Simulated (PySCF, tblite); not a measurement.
# C5H15BO: geometry, infrared bands and NMR shifts

Aim: predict the infrared bands and NMR shifts of C5H15BO (`C[BH2-][O+](C)CCC`).

Programs: tblite 0.8.0 and PySCF 2.14.0, with density-fitted response routines of our own. Each step states its level of theory. These are calculated values for one molecule in the gas phase, unless marked as measured. Atoms count from 0, in the outputs and in this text.

## 1. The starting structure

22 atoms, charge 0, multiplicity 1; geometry from: force field or distance geometry start.

Bonds of the start (Å): C0–B1 1.59, B1–O2 1.50, O2–C3 1.38, O2–C4 1.35, C4–C5 1.49, C5–C6 1.52, C0–H7 1.11, C0–H8 1.09, C0–H9 1.14, B1–H10 1.19, B1–H11 1.18, C3–H12 1.12, C3–H13 1.09, C3–H14 1.12, C4–H15 1.13, C4–H16 1.09, C5–H17 1.11, C5–H18 1.10, C6–H19 1.11, C6–H20 1.09, C6–H21 1.11.

## 2. Geometry optimisation with GFN2-xTB

Job settings and geometry (Å):

```
{"job": {"kind": "relax", "xc": "GFN2-xTB", "basis": "xTB"}, "charge": 0, "multiplicity": 1}
C     -1.843100    -1.373800     0.263800
B     -1.690000    -0.309500    -0.906100
O     -0.603300     0.683900    -0.631800
C     -1.080500     1.564500     0.315000
C      0.488800    -0.040700    -0.306200
C      1.728800     0.727300     0.016300
C      2.787600    -0.324400     0.329300
H     -1.380700    -2.348400    -0.016400
H     -1.513800    -1.058200     1.257000
H     -2.952200    -1.608000     0.389400
H     -1.339700    -0.904600    -1.875600
H     -2.727600     0.212000    -1.096600
H     -1.987300     2.057700    -0.114800
H     -0.378900     2.358300     0.590400
H     -1.468400     0.991900     1.190900
H      0.748900    -0.610100    -1.241000
H      0.338500    -0.805600     0.449700
H      1.650300     1.320000     0.948300
H      2.133700     1.359500    -0.793100
H      2.360500    -1.336100     0.151500
H      3.655100    -0.227400    -0.327600
H      3.062900    -0.309100     1.407000
```

On the command line:

```bash
OMP_NUM_THREADS=1 python probes_run.py task.json out
```

This one command runs all jobs of the session in turn.

**Question.** This job is followed by: GFN2-xTB harmonic vibrations, gas phase; GIAO PBE0/pcSseg-1 NMR shielding, non-relativistic, gas phase. Predict these results of the whole session: strongest single infrared mode (GFN2-xTB); zero-point energy (GFN2-xTB); ¹³C shifts against TMS (PBE0/pcSseg-1); ¹H shifts against TMS (PBE0/pcSseg-1, means over atoms taken as alike); ¹¹B shifts against BF3·OEt2 (PBE0/pcSseg-1); ¹⁷O shifts against H2O (PBE0/pcSseg-1).

**Answer**, as computed:

| quantity | value |
| --- | --- |
| strongest single infrared mode (GFN2-xTB) | 2468 cm⁻¹, 258 km/mol |
| zero-point energy (GFN2-xTB) | 122.4 kcal/mol |
| ¹³C shifts against TMS (PBE0/pcSseg-1) | 80.8, 61.3, 24.2, 11.2, -2.0 ppm |
| ¹H shifts against TMS (PBE0/pcSseg-1, means over atoms taken as alike) | 3.70, 3.62, 3.52, 1.68, 0.98, -0.01 ppm |
| ¹¹B shifts against BF3·OEt2 (PBE0/pcSseg-1) | 10.4 ppm |
| ¹⁷O shifts against H2O (PBE0/pcSseg-1) | 31.2 ppm |

The optimisation took 131 steps and gained 1.097 eV; among the close pairs (by a distance rule), B1–O2 changed most, from 1.498 to 1.682 Å. All 60 modes are real, so the xTB geometry is a minimum. The strongest single mode, at 2468 cm⁻¹, moves mainly H10 and H11. Unscaled tight-binding wavenumbers are off by several per cent, some by more. Its intensities can rank the bands wrongly. The most deshielded hydrogen is H15, H16 (mean) (hydrogen on an sp3 CH2 bonded to O), at 3.70 ppm: its carbon carries O, which withdraws density.
